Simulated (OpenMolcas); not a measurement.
# Mo²⁺ among point charges: CASSCF levels and susceptibility, part 2 of 2

How does a field of 6 point charges split the states of Mo²⁺, and what χT follows?

OpenMolcas 26.06; ANO-RCC-VDZP, DKH2, active space 4 electrons in 5 orbitals (4d), orbitals: per spin and parity. Surroundings: 6 point charges of -1.5 e arranged as a trigonal antiprism (D3d), 1.91 Å from the ion, with a polar angle of 70.6° against the regular 54.74°. The active orbitals were held to one l. Earlier steps stand in the parts before.

**6. State interaction with spin-orbit coupling**

a.inp

```
&RASSI
NrOfJobIphs=3 5 45 50
1 2 3 4 5
1 2 3 4 5 6 7 8 9 10 11 12 13 14 15 16 17 18 19 20 21 22 23 24 25 26 27
28 29 30 31 32 33 34 35 36 37 38 39 40 41 42 43 44 45
1 2 3 4 5 6 7 8 9 10 11 12 13 14 15 16 17 18 19 20 21 22 23 24 25 26 27
28 29 30 31 32 33 34 35 36 37 38 39 40 41 42 43 44 45 46 47 48 49 50
IphNames
JOB001
JOB002
JOB003
EJob
SpinOrbit
DIPRint=1.0
SOCoupling=1000.0
Subsets=2
Property=9
'ANGMOM' 1 'ANGMOM' 2 'ANGMOM' 3 'MLTPL  1' 1 'MLTPL  1' 2 'MLTPL  1' 3
'AMFI' 1 'AMFI' 2 'AMFI' 3
SOProperty=3
'ANGMOM' 1 'ANGMOM' 2 'ANGMOM' 3
```

What it wrote:

```text
SPIN-FREE ENERGIES:
  (Shifted by EMIN (a.u.) =      -4050.0443860646)

 SF State       Relative EMIN(au)   Rel lowest level(eV)    D:o, cm**(-1)      L_eff

     6             0.0000000000        0.0000000000              0.0000         3.5
     7             0.0058126247        0.1581695752           1275.7237         3.3
     8             0.0058126335        0.1581698156           1275.7256         3.3
     1             0.0115773099        0.3150346506           2540.9258         2.0
     2             0.0115773291        0.3150351731           2540.9300         2.0
    51             0.0331160824        0.9011345104           7268.1400         4.9
    52             0.0358179985        0.9746573929           7861.1420         4.8
    53             0.0358180077        0.9746576421           7861.1440         4.8
    54             0.0407791415        1.1096569700           8949.9870         3.9
    55             0.0407791415        1.1096569700           8949.9870         3.9
    56             0.0688658899        1.8739363291          15114.3158         3.3
     9             0.0719540065        1.9579682622          15792.0790         4.1
    10             0.0781619482        2.1268949613          17154.5648         4.3
    11             0.0781619642        2.1268953975          17154.5683         4.3
    12             0.0839888168        2.2854521346          18433.4146         4.3
    13             0.0839888201        2.2854522231          18433.4153         4.3
    14             0.0856790834        2.3314466312          18804.3852         3.9
    15             0.0863859740        2.3506821037          18959.5298         4.0
    16             0.0863859811        2.3506822992          18959.5314         4.0
    17             0.0903868055        2.4595502748          19837.6108         3.3
    18             0.0966559564        2.6301425612          21213.5304         3.4
    19             0.1013537014        2.7579747168          22244.5663         3.1
    20             0.1013537155        2.7579751008          22244.5694         3.1
    57             0.1160904298        3.1589815248          25478.9043         4.8
    58             0.1160904452        3.1589819447          25478.9077         4.8
    21             0.1175307752        3.1981753195          25795.0236         3.5
    59             0.1179500830        3.2095852657          25887.0510         5.4
    22             0.1181369177        3.2146692966          25928.0565         2.9
    23             0.1184462624        3.2230869951          25995.9498         2.7
    24             0.1184462624        3.2230869951          25995.9498         2.7
    60             0.1185761472        3.2266213414          26024.4562         5.0
    61             0.1212927546        3.3005439933          26620.6826         4.5
    62             0.1212927546        3.3005439933          26620.6826         4.5
     3             0.1266104171        3.4452449635          27787.7746         2.0
     4             0.1266104257        3.4452451971          27787.7765         2.0
    63             0.1300334876        3.5383914568          28539.0518         4.2
    64             0.1300334921        3.5383915775          28539.0527         4.2
    25             0.1332759998        3.6266247071          29250.7009         3.7
    26             0.1332760187        3.6266252221          29250.7051         3.7
    65             0.1372564574        3.7349384774          30124.3104         4.1
Eigenvalues of complex Hamiltonian:
   -----------------------------------
  (Shifted by EMIN (a.u.) =      -4050.0443860646)

 SO State       Relative EMIN(au)   Rel lowest level(eV)    D:o, cm**(-1)     J-value

     1            -0.0017373383        0.0000000000              0.0000         3.6
     2            -0.0012273140        0.0138784681            111.9374         3.4
     3            -0.0012273130        0.0138784941            111.9376         3.4
     4             0.0036999844        0.1479570882           1193.3544         2.4
     5             0.0040495336        0.1574688054           1270.0716         2.8
     6             0.0040495342        0.1574688205           1270.0717         2.8
     7             0.0043700675        0.1661909777           1340.4206         2.2
     8             0.0049898770        0.1830568539           1476.4531         2.7
     9             0.0049898844        0.1830570538           1476.4547         2.7
    10             0.0104009113        0.3302985962           2664.0378         2.1
    11             0.0104597076        0.3318985249           2676.9421         2.0
    12             0.0110831316        0.3488627583           2813.7679         2.3
    13             0.0110831342        0.3488628280           2813.7685         2.3
    14             0.0121552186        0.3780357304           3049.0638         2.5
    15             0.0121552351        0.3780361798           3049.0674         2.5
    16             0.0132847225        0.4087710984           3296.9613         2.3
    17             0.0133568527        0.4107338614           3312.7920         2.3
    18             0.0145442016        0.4430432690           3573.3850         1.6
    19             0.0145442016        0.4430432687           3573.3849         1.6
    20             0.0331033787        0.9480642061           7646.6535         4.5
    21             0.0355332007        1.0141830308           8179.9378         4.4
    22             0.0355332098        1.0141832787           8179.9398         4.4
    23             0.0405159987        1.1497718715           9273.5355         3.5
    24             0.0405159987        1.1497718719           9273.5356         3.5
    25             0.0684307992        1.9093722895          15400.1261         3.0
    26             0.0713811582        1.9896556480          16047.6550         3.2
    27             0.0713811581        1.9896556459          16047.6550         3.2
    28             0.0715165163        1.9933389309          16077.3627         3.5
    29             0.0762333712        2.1216910910          17112.5927         3.9
    30             0.0762333712        2.1216910900          17112.5927         3.9
    31             0.0778296757        2.1651287498          17462.9411         4.0
    32             0.0778296914        2.1651291762          17462.9445         4.0
    33             0.0786654006        2.1878699822          17646.3615         3.7
    34             0.0788595008        2.1931517177          17688.9615         3.8
    35             0.0819625108        2.2775889206          18369.9935         3.5
    36             0.0821548858        2.2828237106          18412.2149         3.6
    37             0.0836846679        2.3244512046          18747.9633         4.1
    38             0.0836846710        2.3244512890          18747.9640         4.1
    39             0.0847798325        2.3542521497          18988.3242         3.1
    40             0.0850187593        2.3607536800          19040.7625         3.5
    41             0.0855810165        2.3760534788          19164.1637         3.9
Weights of the five most important spin-orbit-free states for each spin-orbit state.

 SO State  Total energy (au)           Spin-free states, spin, and weights
 -------------------------------------------------------------------------------------------------------
    1        -0.001737       6 1.0  0.7812    7 1.0  0.0854    8 1.0  0.0854    1 2.0  0.0215    2 2.0  0.0215
    2        -0.001227       6 1.0  0.8733    7 1.0  0.0962    1 2.0  0.0171    2 2.0  0.0074   53 0.0  0.0035
    3        -0.001227       6 1.0  0.8733    8 1.0  0.0962    2 2.0  0.0171    1 2.0  0.0074   52 0.0  0.0035
    4         0.003700       7 1.0  0.3237    8 1.0  0.3237    1 2.0  0.1754    2 2.0  0.1754   24 1.0  0.0003
    5         0.004050       7 1.0  0.4594    8 1.0  0.3989    1 2.0  0.0703    2 2.0  0.0568    6 1.0  0.0078
    6         0.004050       8 1.0  0.4594    7 1.0  0.3989    2 2.0  0.0703    1 2.0  0.0568    6 1.0  0.0078
    7         0.004370       8 1.0  0.2378    7 1.0  0.2378    6 1.0  0.1843    1 2.0  0.1649    2 2.0  0.1649
    8         0.004990       7 1.0  0.6981    1 2.0  0.1084    6 1.0  0.0967    8 1.0  0.0523    2 2.0  0.0416
    9         0.004990       8 1.0  0.6981    2 2.0  0.1084    6 1.0  0.0967    7 1.0  0.0523    1 2.0  0.0416
   10         0.010401       1 2.0  0.3647    2 2.0  0.3647    8 1.0  0.1343    7 1.0  0.1343   24 1.0  0.0004
   11         0.010460       1 2.0  0.3404    2 2.0  0.3404    8 1.0  0.1419    7 1.0  0.1419    6 1.0  0.0260
   12         0.011083       1 2.0  0.4676    2 2.0  0.3667    7 1.0  0.1211    8 1.0  0.0384    6 1.0  0.0037
```

Time for these steps: 20 s (1 thread, shared host).

States without spin-orbit coupling:

```
state  degeneracy  E (cm-1)  free-ion L (%)
  3A2           1         0          F (38)
   3E           2      1276          F (32)
   5E           2      2541         D (100)
  1A1           1      7268          I (49)
   1E           2      7861          I (43)
   1E           2      8950          G (29)
  1A1           1     15114          D (40)
  3A1           1     15792          G (43)
   3E           2     17155          H (54)
   3E           2     18433          H (59)
  3A2           1     18804          F (43)
   3E           2     18960          G (35)
  3A2           1     19838          P (51)
  3A1           1     21214          G (57)
   3E           2     22245          D (33)
   1E           2     25479          I (48)
  3A1           1     25795          F (47)
  1A2           1     25887          I (69)
  3A2           1     25928          F (67)
   3E           2     25996          P (40)
  1A1           1     26024          I (52)
   1E           2     26621          I (43)
   5E           2     27788         D (100)
   1E           2     28539          G (47)
```

With spin-orbit coupling:

```json
{"E (cm-1)": "0.0", "Degeneracy": "1", "Label": "A1", "2S+1": "3", "g": ""}
{"E (cm-1)": "111.9", "Degeneracy": "2", "Label": "E", "2S+1": "3", "g": "0.00 0.00 3.50"}
{"E (cm-1)": "1193", "Degeneracy": "1", "Label": "A2", "2S+1": "3", "g": ""}
{"E (cm-1)": "1270", "Degeneracy": "2", "Label": "E", "2S+1": "3", "g": "0.00 0.00 3.97"}
{"E (cm-1)": "1340", "Degeneracy": "1", "Label": "A1", "2S+1": "3", "g": ""}
{"E (cm-1)": "1476", "Degeneracy": "2", "Label": "E", "2S+1": "3", "g": "0.00 0.00 0.26"}
{"E (cm-1)": "2664", "Degeneracy": "1", "Label": "A2", "2S+1": "5", "g": ""}
{"E (cm-1)": "2677", "Degeneracy": "1", "Label": "A1", "2S+1": "5", "g": ""}
{"E (cm-1)": "2814", "Degeneracy": "2", "Label": "E", "2S+1": "5", "g": "0.00 0.00 1.11"}
{"E (cm-1)": "3049", "Degeneracy": "2", "Label": "E", "2S+1": "5", "g": "0.00 0.00 2.64"}
{"E (cm-1)": "3297", "Degeneracy": "1", "Label": "A2", "2S+1": "5", "g": ""}
{"E (cm-1)": "3313", "Degeneracy": "1", "Label": "A1", "2S+1": "5", "g": ""}
{"E (cm-1)": "3573", "Degeneracy": "2", "Label": "E", "2S+1": "5", "g": "0.00 0.00 11.26"}
{"E (cm-1)": "7647", "Degeneracy": "1", "Label": "A1", "2S+1": "1", "g": ""}
{"E (cm-1)": "8180", "Degeneracy": "2", "Label": "E", "2S+1": "1", "g": "0.00 0.00 0.89"}
{"E (cm-1)": "9274", "Degeneracy": "2", "Label": "E", "2S+1": "1", "g": "0.00 0.00 1.54"}
{"E (cm-1)": "15400", "Degeneracy": "1", "Label": "A1", "2S+1": "1", "g": ""}
{"E (cm-1)": "16048", "Degeneracy": "2", "Label": "E", "2S+1": "3", "g": "0.00 0.00 2.60"}
{"E (cm-1)": "16077", "Degeneracy": "1", "Label": "A2", "2S+1": "3", "g": ""}
{"E (cm-1)": "17113", "Degeneracy": "2", "Label": "E", "2S+1": "3", "g": "0.00 0.00 1.67"}
{"E (cm-1)": "17463", "Degeneracy": "2", "Label": "E", "2S+1": "3", "g": "0.00 0.00 1.40"}
{"E (cm-1)": "17646", "Degeneracy": "1", "Label": "A2", "2S+1": "3", "g": ""}
{"E (cm-1)": "17689", "Degeneracy": "1", "Label": "A1", "2S+1": "3", "g": ""}
{"E (cm-1)": "18370", "Degeneracy": "1", "Label": "A2", "2S+1": "3", "g": ""}
```

The table of states holds 24 of 67 computed; the rest, higher up, is left out. Principal g values are given for doublets only; a zero marks a field direction without first-order Zeeman splitting.

Powder χT (cm³ K/mol): 0.05 at 2 K, 0.12 at 5 K, 0.24 at 10 K, 0.48 at 20 K, 1.10 at 50 K, 1.52 at 100 K, 1.64 at 150 K, 1.70 at 200 K, 1.74 at 250 K, 1.77 at 300 K.

**7. Summary of results**

The summary covers parts 1 to 2.

| quantity | value |
| --- | --- |
| method | CASSCF |
| spin-free ground state | 3A2, 1-fold in its orbital part |
| first state of the same spin within the active space | 3E at 1280 cm⁻¹ |
| lowest level | 1-fold A1 |
| next level | 111.9 cm⁻¹ |
| χT at 300 K | 1.77 cm³ K/mol |
| effective moment at 300 K | 3.77 μB |

The spin-free ground state (3A2) comes to 38 % from free-ion F terms and has less than the highest spin computed. χT at 300 K is 1.77, against 1.00 cm³ K/mol for the spin alone, so orbital moment adds to it. The field of point charges can differ much from that of real complexes. With metal d orbitals alone active, the gaps between spin states are rough; where two lie within a few thousand cm-1, their order is open. Point charges carry no covalency, so the field is a model and not that of real ligands.
